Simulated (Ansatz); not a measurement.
# TlMo4F: the cost of one run

Computed with Ansatz 0.2.0 (DFT PBE, scalar-relativistic, plane waves, PAW, unless a step's input says otherwise).

1 further run of the same task is left out (it didn't finish).

## (1) Starting point

The structure is tetragonal, space group P4/mmm (No. 123). The conventional cell has a = 4.047 Å, b = 4.047 Å, c = 5.724 Å, α = 90.00°, β = 90.00°, γ = 90.00°. Around Tl (site symmetry 4/mmm) lie 8 Mo at 2.40 Å. Around Mo (site symmetry 2mm) lie 2 Tl at 2.40 Å and 2 F at 2.56 Å and 1 Mo at 2.59 Å. Around F (site symmetry 4/mmm) lie 8 Mo at 2.56 Å.

As a file:

```
CELL_PARAMETERS angstrom
4.04746 0.00000 0.00000
0.00000 4.04746 0.00000
0.00000 0.00000 5.72393
ATOMIC_POSITIONS crystal
Tl 0.50000 0.50000 0.50000
Mo 0.50000 0.00000 0.72658
Mo 0.00000 0.50000 0.27342
Mo 0.50000 0.00000 0.27342
Mo 0.00000 0.50000 0.72658
F 0.00000 0.00000 0.00000
```

The cell is invented: species swapped into a database cell of NbVH4 (P4/mmm, No. 123), with F on the Nb sites, Tl on the V sites and Mo on the H sites. Its size is a rough estimate.

## (2) Probe: one point on a coarse mesh

Input file input.yaml:

```yaml
crystal:
  lattice:
    - [4.04746294, 0.0, 0.0]
    - [0.0, 4.04746294, 0.0]
    - [0.0, 0.0, 5.72393098]
  atoms:
    - { symbol: Tl, position: [0.5, 0.5, 0.5] }
    - { symbol: Mo, position: [0.5, 0.0, 0.72657597], spin: 1.0 }
    - { symbol: Mo, position: [0.0, 0.5, 0.27342403], spin: 1.0 }
    - { symbol: Mo, position: [0.5, 0.0, 0.27342403], spin: 1.0 }
    - { symbol: Mo, position: [0.0, 0.5, 0.72657597], spin: 1.0 }
    - { symbol: F, position: [0.0, 0.0, 0.0] }
basis:
  ecutwfc: 420
kpoints:
  mp_grid: { grid: [4, 4, 4] }
hamiltonian:
  xc: pbe
scf:
  occupations: { method: gaussian, width: 0.1 }
  lower_state_search: "off"
output:
  forces: true
  stress: true
  eigenvalues: true
  populations: true
magnetization:
  spin_polarized: true
```

Command:

```console
$ ansatz run input.yaml --threads 1 --pin off --max-ram 2560MiB --backend cpu --events-out ev --progress --plain --runs-dir out
```

Q: Estimate wall time and peak memory on 1 thread of Arm Neoverse N1, shared host.

About 37 s, with a peak of 0.43 GiB.
